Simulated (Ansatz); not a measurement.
Crystal: NiMoIrPdW.

```
Ni Mo Pd Ir W
1.0
     4.11705    0.00000    0.00000
    -2.05853    3.56547    0.00000
     0.00000    0.00000    5.44580
Ni Mo Pd Ir W
1 1 1 1 1
Direct
  0.00000 0.00000 0.95775
  0.66667 0.33333 0.96161
  0.66667 0.33333 0.46295
  0.33333 0.66667 0.72572
  0.33333 0.66667 0.23642
```

The cell was built by a generator and needn't be a form met in nature.

Base run:

- Program: Ansatz 0.2.0
- Functional: revPBE
- Potentials or basis: all-electron LAPW, scalar-relativistic
- Cutoff: 315 eV
- Density cutoff: 1259 eV
- Basis error allowed: 0.002 eV/atom
- k mesh: 6 × 6 × 4
- Occupations: fermi-dirac, width 0.05 eV
- Spin: collinear spin, ferromagnetic start
- Starting moments: [1.0, 1.0, 0.0, 0.6, 0.0] μB

Its results: pressure 2.7 GPa; net moment 0.00 μB per cell; largest force 0.188 eV/Å.

Question: The run is repeated on the same cell with these changes: functional from revPBE to PBEsol. What comes out?

Answer: Pressure -8.0 GPa; net moment 0.00 μB per cell; largest force 0.101 eV/Å.

PBEsol binds more tightly than revPBE, so the same cell stands under less pressure.

Caveats: the k mesh is thin for a metal, which can move the energy by tens of meV per atom.

Not every run made on this cell is shown here.
